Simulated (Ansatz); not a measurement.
**Ca2Si3Ag: a short molecular-dynamics run**

A trajectory of Ca2Si3Ag, a database structure with 12 atoms that was not relaxed first: 20 steps of 1 fs at constant energy, with velocities drawn for 600 K.

All numbers below are computed with Ansatz 0.2.0 (DFT PBEsol, plane waves, PAW, scalar-relativistic, no spin polarisation).

## (1) The structure to begin with

The cell holds 12 atoms (Ag2Ca4Si6): a = 8.332 Å, b = 5.953 Å, c = 8.249 Å, α = 69.71°, β = 42.08°, γ = 68.21°.

Structure file:

```xyz
12
Lattice="0.0000 7.1424 4.2911 4.1268 0.0000 4.2911 4.1268 7.1424 0.0000" Properties=species:S:1:pos:R:3 pbc="T T T"
Ca    4.1268    7.1424    2.1357
Ca    4.1268    7.1424    6.4465
Ca    2.0634    3.5712    2.1455
Ca    6.1902   10.7136    6.4366
Si    2.0141    8.2952    4.2911
Si    6.2395    5.9896    4.2911
Si    2.0141    5.9896    4.2911
Si    6.2395    8.2952    4.2911
Si    4.1268    2.3113    4.2911
Si    4.1268   11.9735    4.2911
Ag    4.1268    9.5234    4.2911
Ag    4.1268    4.7614    4.2911
```

## (2) Dynamics

input.yaml

```yaml
crystal:
  lattice:
    - [0.0, 7.14239092, 4.29109248]
    - [4.12681402, 0.0, 4.29109248]
    - [4.12681402, 7.14239092, 0.0]
  atoms:
    - { symbol: Ca, position: [0.24885, 0.24885, 0.75115] }
    - { symbol: Ca, position: [0.75115, 0.75115, 0.24885] }
    - { symbol: Ca, position: [0.25, 0.25, 0.25] }
    - { symbol: Ca, position: [0.75, 0.75, 0.75] }
    - { symbol: Si, position: [0.83667, 0.16333, 0.32473] }
    - { symbol: Si, position: [0.16333, 0.83667, 0.67527] }
    - { symbol: Si, position: [0.67527, 0.32473, 0.16333] }
    - { symbol: Si, position: [0.32473, 0.67527, 0.83667] }
    - { symbol: Si, position: [0.1618, 0.8382, 0.1618] }
    - { symbol: Si, position: [0.8382, 0.1618, 0.8382] }
    - { symbol: Ag, position: [0.66668, 0.33332, 0.66668] }
    - { symbol: Ag, position: [0.33332, 0.66668, 0.33332] }
kpoints:
  mp_grid: { grid: [3, 3, 3] }
magnetization:
  spin_polarized: false
scf:
  occupations: { method: cold, width: 0.15 }
hamiltonian:
  pseudopotentials: { kind: paw }
  xc: pbesol
basis:
  ecutwfc: 420
md:
  timestep: 1.0
  n_steps: 20
  ensemble: nve
  temperature: 600.0
  initial_velocities: maxwell_boltzmann
  seed: 350383
```

Run with:

```
> ansatz run input.yaml --threads 2 --pin off --max-ram 2560MiB --backend cpu --events-out ev --progress --plain --runs-dir out
```

Q: Predict the outcome of this session. Wanted: temperature, first and last step; temperature, second half; potential energy, second half; largest change of the total energy; mean square displacement, second half.

The runs gave:

| quantity | value |
| --- | --- |
| length | 20 steps of 1 fs |
| temperature, first and last step | 600 and 340 K |
| temperature, second half | mean 405 K, from 340 to 488 K |
| potential energy, second half | +23 meV/atom from the start |
| largest change of the total energy | 0.03 meV/atom |
| mean square displacement, second half | Si 0.011, Ca 0.005, Ag 0.002 Å² |

**Reading.** The temperature starts at 600 K and averages 405 K in the second half, where it still falls, from 488 to 340 K. The total energy strays from its start by at most 0.03 meV/atom, under 0.1 % of the mean kinetic energy, which is good for a step of 1 fs. The farthest move is 0.23 Å, against a mean nearest distance of 2.4 Å at the start: no atom has changed site so far. Averages from a run of 20 fs with 12 atoms are rough.
